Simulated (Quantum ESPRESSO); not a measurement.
## TiAl3: Wannier functions under several settings

```xyz
4
Lattice="-1.9111 1.9111 4.2807 1.9111 -1.9111 4.2807 1.9111 1.9111 -4.2807" Properties=species:S:1:pos:R:3 pbc="T T T"
Ti    0.0000    0.0000    0.0000
Al    1.9111    0.0000    2.1403
Al    0.0000    1.9111    2.1403
Al    0.0000    0.0000    4.2807
```

The cell comes from a database or a generator and needn't be the stable form of this composition.

All runs used Quantum ESPRESSO 7.5; potentials GBRV 1.5 PBE; k mesh 8 × 8 × 8; given cell; no spin polarisation; cutoff 612 eV; occupations fermi-dirac, width 0.05 eV.

```tsv
level	start	Wannier mesh	spread a function (Å²)	RMS miss of the bands (meV)
PBE	atomic projections with disentanglement	6 × 6 × 6	1.57	7
PBE	atomic projections with disentanglement, not minimised	6 × 6 × 6	?	?
PBE	SCDM with an erfc weight	6 × 6 × 6	4.30	19
```

Problem. What stands in the row left open?

Solution. Spread a function 2.47 Å²; RMS miss of the bands 13 meV.

Caveats: the Wannier minimisation didn't converge (some runs).
